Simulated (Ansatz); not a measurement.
# BFH₄SSi: one species, many methods

An exercise on one series of results from a longer session: the logs are not shown, and one member is left open.

Computed with Ansatz 0.2.0, Gaussian basis. Level: functionals in def2-TZVPP, the program's frozen cores in correlated methods.

The runs, in order: LDA (SPW92), PBE-D4, revPBE-D4, BLYP-D4, r2SCAN-D4, B97M-V, PBE0-D4, B3LYP-D4, r2SCANh-D4, r2SCAN0-D4, HSE06-D4, BHLYP-D4, CAM-B3LYP-D4, LC-ωPBE, ωB97X-V, ωB97M-V, B2PLYP, PBE-QIDH; CCSD(T)/def2-SVP; CCSD(T)/def2-TZVPP; MP2/def2-QZVPP; extrapolation to the limit; RPA on PBE.

## The relaxed structure

The geometry comes from an earlier relaxation with PBE0-D4 in a triple-zeta def2 set; it is a stationary point, not always the lowest conformer.

SMILES `FB[SiH2]S`, 8 atoms, charge 0, spin multiplicity 1.

Atoms are counted from 1 here; the program's logs count them from 0.

Bond lengths: F1–B2 1.323 Å, B2–Si3 2.029 Å, B2–H5 1.202 Å, Si3–S4 2.154 Å, Si3–H6 1.488 Å, Si3–H7 1.485 Å, S4–H8 1.344 Å. Angles: F1–B2–Si3 119.8°, F1–B2–H5 116.6°, Si3–B2–H5 123.4°, B2–Si3–S4 104.1°, B2–Si3–H6 114.9°, B2–Si3–H7 112.4°, S4–Si3–H6 111.4°, S4–Si3–H7 104.0°, H6–Si3–H7 109.5°, Si3–S4–H8 94.7°.

Set-up of the first run:

The input, in.yaml:

```yaml
crystal:
  periodic: [false, false, false]
  atoms:
    - {symbol: F, position_ang: [-1.805329, -1.184295, 0.587427]}
    - {symbol: B, position_ang: [-0.798850, -0.443444, 1.020844]}
    - {symbol: Si, position_ang: [0.183159, 0.777747, -0.268668]}
    - {symbol: S, position_ang: [1.779823, -0.447246, -1.036297]}
    - {symbol: H, position_ang: [-0.459922, -0.610971, 2.161712]}
    - {symbol: H, position_ang: [-0.653759, 1.330183, -1.368256]}
    - {symbol: H, position_ang: [0.884572, 1.887049, 0.426232]}
    - {symbol: H, position_ang: [0.962505, -1.366124, -1.578795]}
basis:
  gaussian: {orbitals: def2-TZVPP}
hamiltonian: {xc: lda}
output: {orbitals: {seedname: orbitals}}
```

Launch:

```sh
$ ansatz run in.yaml --threads 2 --pin off --events-out ev --progress --plain --max-ram 4352MiB
```

Steps of the session up to this table: LDA; PBE-D4 (GGA); revPBE-D4 (GGA); BLYP-D4 (GGA); r2SCAN-D4 (meta-GGA); B97M-V (meta-GGA); B3LYP-D4 (hybrid); r2SCANh-D4 (hybrid); r2SCAN0-D4 (hybrid); HSE06-D4 (hybrid); BHLYP-D4 (hybrid); CAM-B3LYP-D4 (range-separated); LC-ωPBE (range-separated); ωB97X-V (range-separated); ωB97M-V (range-separated); B2PLYP (double hybrid); PBE-QIDH (double hybrid).

One of the session's tables, all rows but one given; the rest of the session is left out.

It belongs to the step «Frontier levels by functional». 

```
  functional  HOMO (eV)  LUMO (eV)  gap (eV)
 LDA (SPW92)          ?          ?         ?
      PBE-D4      -6.15      -2.87      3.28
   revPBE-D4      -6.11      -2.76      3.34
     BLYP-D4      -6.01      -2.70      3.31
   r2SCAN-D4      -6.41      -2.60      3.81
      B97M-V      -6.51      -2.71      3.81
     PBE0-D4      -7.34      -1.94      5.40
    B3LYP-D4      -7.12      -2.13      4.99
  r2SCANh-D4      -6.85      -2.27      4.58
  r2SCAN0-D4      -7.51      -1.78      5.73
    HSE06-D4      -6.95      -2.32      4.63
    BHLYP-D4      -8.42      -0.92      7.51
CAM-B3LYP-D4      -8.64      -0.82      7.82
     LC-ωPBE      -9.99       0.35     10.34
     ωB97X-V      -9.64       0.25      9.90
     ωB97M-V      -9.47       0.02      9.49
```

Estimate the missing values for LDA (SPW92).

As computed: HOMO (eV): -6.25; LUMO (eV): -3.14; gap (eV): 3.11. In the column «HOMO (eV)» it lies between r2SCAN-D4 (-6.41) and PBE-D4 (-6.15).
